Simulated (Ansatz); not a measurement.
**La3GaN4: the band gap up the ladder of functionals**

The task here is to estimate one member of a computed series from the others.

Program: Ansatz 0.2.0. PAW datasets, plane waves. The cell comes from a prototype generator: it can be a known phase or a hypothetical one. Spin polarisation is off.

### The system as given

The cell was relaxed beforehand with r2SCAN.

The symmetry is P3m1 (No. 156, trigonal); a = 3.898 Å, c = 11.941 Å in the conventional setting, 19.64 Å³ an atom. Around Ga lie 4 N at 1.88–2.28 Å; around La lie 4 N at 2.38–2.48 Å; around La lie 4 N at 2.34–2.51 Å; around La lie 4 N at 2.39–2.48 Å; around N lie 1 Ga at 1.88 Å and 3 La at 2.34 Å.

The structure in full:

```cif
data_structure
_symmetry_space_group_name_H-M 'P 1'
_symmetry_Int_Tables_number 1
_cell_length_a 3.8977
_cell_length_b 3.8977
_cell_length_c 11.9407
_cell_angle_alpha 90.000
_cell_angle_beta 90.000
_cell_angle_gamma 120.000
_cell_volume 157.10
loop_
_atom_site_label
_atom_site_type_symbol
_atom_site_fract_x
_atom_site_fract_y
_atom_site_fract_z
_atom_site_occupancy
Ga1 Ga 0.33333 0.66667 0.00687 1
La1 La 0.33333 0.66667 0.49237 1
La2 La 0.66667 0.33333 0.21748 1
La3 La 0.66667 0.33333 0.76725 1
N1 N 0.33333 0.66667 0.16449 1
N2 N 0.33333 0.66667 0.69968 1
N3 N 0.66667 0.33333 0.42732 1
N4 N 0.66667 0.33333 0.97454 1
```

The first run:

Contents of input.yaml:

```yaml
crystal:
  lattice:
    - [3.8977444625, 0.0, 0.0]
    - [-1.9488722312, 3.375545722, 0.0]
    - [0.0, 0.0, 11.94072427]
  atoms:
    - { symbol: Ga, position: [0.3333333333, 0.6666666667, 0.0068726241] }
    - { symbol: La, position: [0.3333333333, 0.6666666667, 0.4923734269] }
    - { symbol: La, position: [0.6666666667, 0.3333333333, 0.2174812018] }
    - { symbol: La, position: [0.6666666667, 0.3333333333, 0.7672517926] }
    - { symbol: "N", position: [0.3333333333, 0.6666666667, 0.1644871671] }
    - { symbol: "N", position: [0.3333333333, 0.6666666667, 0.6996761429] }
    - { symbol: "N", position: [0.6666666667, 0.3333333333, 0.4273151768] }
    - { symbol: "N", position: [0.6666666667, 0.3333333333, 0.9745424678] }
kpoints:
  mp_grid: { grid: [12, 12, 2] }
  band_path:
    path:
      - [[0.0, 0.0, 0.0], [0.5, 7.215425455977e-17, 3.670937819361e-33], [0.3333333333333, 0.3333333333333, 4.23883387639e-33], [0.0, 0.0, 0.0], [-2.717381352657e-50, -3.27689586271e-51, 0.5], [0.5, 7.215425455977e-17, 0.5], [0.3333333333333, 0.3333333333333, 0.5], [-2.717381352657e-50, -3.27689586271e-51, 0.5]]
      - [[0.5, 7.215425455977e-17, 0.5], [0.5, 7.215425455977e-17, 3.670937819361e-33]]
      - [[0.3333333333333, 0.3333333333333, 0.5], [0.3333333333333, 0.3333333333333, 4.23883387639e-33]]
    npoints: 10
hamiltonian:
  xc: pbe
scf:
  occupations: { method: fermi_dirac, width: 0.02 }
  n_extra_bands: 6
output:
  forces: true
  stress: true
  eigenvalues: true
  write_density: true
  write_potential: true
  elf: true
  volumetric_format: npy
```

Started as:

```sh
$ ansatz run input.yaml --threads 4 --pin off --max-ram 6451MiB --backend cpu --events-out ev --progress --plain --runs-dir out
```

Steps of the session up to this table: Band structure with PBE; Single point with r2SCAN; HSE06 at the same geometry; PBE+SOC.

One of the session's tables, all rows but one given; the rest of the session is left out.

```
  level  gap (eV)
    PBE     -0.13
 r2SCAN         ?
  HSE06      0.53
PBE+SOC     -0.17
```

**Question.** Estimate the row for r2SCAN.

The run gave: gap (eV): -0.01. In the column «gap (eV)» it lies between PBE (-0.13) and HSE06 (0.53).

Meshes: PBE 12×12×2, r2SCAN 12×12×2, HSE06 6×6×2, PBE+SOC 12×12×2

What this shows: PBE finds no gap, while HSE06 opens one of up to 0.53 eV: the level of theory decides whether this is called a metal.

To keep in mind: Warnings in the runs' records: stress exchange threshold loose, stress scf threshold loose.
